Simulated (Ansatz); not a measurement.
**CdTe (CdTe (110), 3 layers): a single-point run**

Wanted: a converged single-point run for CdTe (CdTe (110), 3 layers), and a check of what comes out. The structure is shown as the input types it.

Program: Ansatz 0.2.0. Level of theory: DFT, LDA, all-electron LAPW, scalar-relativistic (as first typed). These are calculated values, not measurements.

## (1) The system as given

Symmetry: Pmm2, No. 25, orthorhombic system. Conventional cell: a = 4.531 Å, b = 20.531 Å, c = 6.407 Å, α = 90.00°, β = 90.00°, γ = 90.00°. Around Cd (site symmetry m) lie 3 Te at 2.77 Å. Te (site symmetry m) is surrounded by 3 Cd at 2.77 Å. Cd (site symmetry mm2) has 4 Te at 2.77 Å as nearest neighbours. Te (site symmetry mm2) is surrounded by 4 Cd at 2.77 Å.

Structure file:

```
CELL_PARAMETERS angstrom
4.53070 0.00000 0.00000
0.00000 6.40738 0.00000
0.00000 0.00000 20.53070
ATOMIC_POSITIONS crystal
Cd 0.25000 0.12500 0.38966
Te 0.75000 0.87500 0.38966
Cd 0.75000 0.62500 0.50000
Te 0.25000 0.37500 0.50000
Cd 0.25000 0.12500 0.61034
Te 0.75000 0.87500 0.61034
```

## (2) Running it

input.yaml reads:

```yaml
crystal:
  lattice:
    - [4.530704319, 0.0, 0.0]
    - [0.0, 6.407383495, 0.0]
    - [0.0, 0.0, 20.5307]
  atoms:
    - { symbol: Cd, position: [0.25, 0.125, 0.3896602571] }
    - { symbol: Te, position: [0.75, 0.875, 0.3896602571] }
    - { symbol: Cd, position: [0.75, 0.625, 0.5] }
    - { symbol: Te, position: [0.25, 0.375, 0.5] }
    - { symbol: Cd, position: [0.25, 0.125, 0.6103397429] }
    - { symbol: Te, position: [0.75, 0.875, 0.6103397429] }
kpoints:
  mp_grid: { grid: [7, 5, 1] }
scf:
  occupations: { method: fermi_dirac, width: 1.0 }
  max_iter: 50
hamiltonian:
  xc: lda
  pseudopotentials: { kind: all_electron, lapw: { basis_error: 0.001 } }
output:
  forces: true
  stress: true
  eigenvalues: true
  populations: true
efield:
  axis: 3
  amplitude: 0
  dipole_correction: true
```

Command:

```
$ ansatz run input.yaml --threads 2 --pin off --max-ram 4096MiB --backend cpu --events-out ev --progress --plain --runs-dir out
```

Q: Will this input give a usable result? If not, why, and what should change?

The program finished normally, with warnings (vacuum density over bound). Its log warns: «efield: at this solve's end the planar-averaged density reaches 9.24e-5 e/Å³ inside the ramp window [0.9013, 0.0987] (bound 1e-5 e/Å³) ...»

The suspect setting: scf.occupations.width is 1.0. The width is far wider than usual, so occupations near the Fermi level are blurred and the entropy term grows. A Fermi-Dirac width of 1 eV is an electron temperature of 11600 K.

The test: set scf.occupations.width to 0.02.
